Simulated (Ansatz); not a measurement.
# Ruthenium tetroxide (RuO₄): one species, many methods

An exercise on one series of results from a longer session: the logs are not shown, and one member is left open.

Program: Ansatz 0.2.0, Gaussian basis. Level of theory: functionals in def2-TZVPP, the program's frozen cores in correlated methods. These are calculated values, not measurements.

Levels to be run: LDA (SPW92), PBE-D4, revPBE-D4, BLYP-D4, r2SCAN-D4, B97M-V, PBE0-D4, B3LYP-D4, r2SCANh-D4, r2SCAN0-D4, HSE06-D4, BHLYP-D4, CAM-B3LYP-D4, LC-ωPBE, ωB97X-V, ωB97M-V, B2PLYP, PBE-QIDH; CCSD(T)/def2-SVP; CCSD(T)/def2-TZVPP; MP2/def2-QZVPP; extrapolation to the limit; RPA on PBE.

## The relaxed structure

The geometry comes from an earlier relaxation with PBE0-D4 in a triple-zeta def2 set; it is a stationary point. Ru takes the def2 core potential; no spin-orbit term is included.

SMILES `[O]=[Ru](=[O])(=[O])=[O]`, 5 atoms, charge 0, spin multiplicity 1.

Atoms are counted from 1 here; the program's logs count them from 0.

Bond lengths: O1–Ru2 1.663 Å, Ru2–O3 1.663 Å, Ru2–O4 1.663 Å, Ru2–O5 1.663 Å. Angles: O1–Ru2–O3 109.5°, O1–Ru2–O4 109.5°, O1–Ru2–O5 109.5°, O3–Ru2–O4 109.5°, O3–Ru2–O5 109.5°, O4–Ru2–O5 109.5°.

Set-up of the first run:

in.yaml reads:

```yaml
crystal:
  periodic: [false, false, false]
  atoms:
    - {symbol: O, position_ang: [-0.839949, -0.286687, 1.406428]}
    - {symbol: Ru, position_ang: [0.000000, 0.000002, 0.000002]}
    - {symbol: O, position_ang: [1.399232, -0.898814, -0.003114]}
    - {symbol: O, position_ang: [-0.938405, -0.430682, -1.303697]}
    - {symbol: O, position_ang: [0.379122, 1.616190, -0.099609]}
basis:
  gaussian: {orbitals: def2-TZVPP}
hamiltonian: {xc: lda}
output: {orbitals: {seedname: orbitals}}
```

Among the steps run: LDA; PBE-D4 (GGA); revPBE-D4 (GGA); BLYP-D4 (GGA); r2SCAN-D4 (meta-GGA); B97M-V (meta-GGA); PBE0-D4 (hybrid); B3LYP-D4 (hybrid); r2SCANh-D4 (hybrid); r2SCAN0-D4 (hybrid); HSE06-D4 (hybrid); BHLYP-D4 (hybrid); CAM-B3LYP-D4 (range-separated); LC-ωPBE-D4 (range-separated; the results give it without D4); ωB97X-V (range-separated); ωB97M-V (range-separated); B2PLYP (double hybrid); PBE-QIDH (double hybrid).

One table of the session follows, with a row left open; its other results are not shown here.

It belongs to the step «Orbital energies across the functionals». 

| functional | HOMO (eV) | LUMO (eV) | gap (eV) |
| --- | --- | --- | --- |
| LDA (SPW92) | -9.18 | -5.67 | 3.51 |
| PBE-D4 | -8.89 | -5.41 | 3.48 |
| revPBE-D4 | -8.79 | -5.32 | 3.48 |
| BLYP-D4 | -8.80 | -5.36 | 3.44 |
| r2SCAN-D4 | -9.29 | -5.58 | 3.71 |
| B97M-V | ? | ? | ? |
| PBE0-D4 | -10.49 | -4.99 | 5.50 |
| B3LYP-D4 | -10.25 | -5.20 | 5.05 |
| r2SCANh-D4 | -9.89 | -5.40 | 4.49 |
| r2SCAN0-D4 | -10.78 | -5.11 | 5.67 |
| HSE06-D4 | -10.09 | -5.36 | 4.72 |
| BHLYP-D4 | -12.03 | -4.46 | 7.57 |
| CAM-B3LYP-D4 | -11.91 | -4.03 | 7.88 |
| LC-ωPBE | -13.16 | -2.91 | 10.25 |
| ωB97X-V | -12.82 | -2.93 | 9.89 |
| ωB97M-V | -12.75 | -2.91 | 9.84 |

**Question.** Estimate the row for B97M-V.

**Answer.** HOMO (eV): -9.33; LUMO (eV): -5.56; gap (eV): 3.77. In the column «HOMO (eV)» it lies between r2SCANh-D4 (-9.89) and r2SCAN-D4 (-9.29).
